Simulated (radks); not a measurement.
# Ionisation energy and size from Zr⁺ to Cd⁺

One table from this session's results is given with a row withheld; the runs are named, their logs left out.

Method: scalar-relativistic Kohn-Sham, BLYP, spin-unpolarised, spherical densities, finite nucleus. Code: radks (a radial shooting solver on a logarithmic mesh, Libxc functionals) version 1.

### The atom as given

| Quantity | Value |
| --- | --- |
| species | Zr⁺, Nb⁺, Mo⁺, Tc⁺, Ru⁺, Rh⁺, Pd⁺, Ag⁺, Cd⁺ |
| runs | 18, each species and its next ion |

The first run:

Input:

```text
Z 40
configuration [Kr] 4d2 5s1
relativity scalar-relativistic
functional b88,lyp
spin unpolarised
nucleus finite rms 4.2694 fm
c 137.035999084
```

Steps of the session up to this table: Zr⁺, [Kr] 4d2 5s1; Zr²⁺, [Kr] 4d2; Nb⁺, [Kr] 4d4; Nb²⁺, [Kr] 4d3; Mo⁺, [Kr] 4d5; Mo²⁺, [Kr] 4d4; Tc⁺, [Kr] 4d5 5s1; Tc²⁺, [Kr] 4d5; Ru⁺, [Kr] 4d7; Ru²⁺, [Kr] 4d6; Rh⁺, [Kr] 4d8; Rh²⁺, [Kr] 4d7; Pd⁺, [Kr] 4d9; Pd²⁺, [Kr] 4d8; Ag⁺, [Kr] 4d10; Ag²⁺, [Kr] 4d9; Cd⁺, [Kr] 4d10 5s1; Cd²⁺, [Kr] 4d10.

One of the session's tables, all rows but one given; the rest of the session is left out.

```
species  Δ-SCF (eV)  −ε(HOMO) (eV)  its <r> (bohr)
    Zr⁺           ?              ?               ?
    Nb⁺      13.990          9.270            2.08
    Mo⁺      15.402         10.368            1.91
    Tc⁺      14.970         11.432            3.04
    Ru⁺      18.117         12.490            1.65
    Rh⁺      19.439         13.529            1.55
    Pd⁺      20.745         14.559            1.47
    Ag⁺      22.040         15.584            1.39
    Cd⁺      17.296         13.164            2.65
```

**Question.** Estimate the row for Zr⁺.

The run gave: Δ-SCF (eV): 13.045; −ε(HOMO) (eV): 9.861; its <r> (bohr): 3.42. In the column «Δ-SCF (eV)» it is the lowest.

Limits of these values: For Zr⁺ the highest level isn't the widest one, so −ε(HOMO) and <r> belong to different orbitals, and Δ-SCF follows the ion's typed configuration. Spin polarisation and multiplet splitting are left out, so open shells lie too high by an amount that depends on their filling.
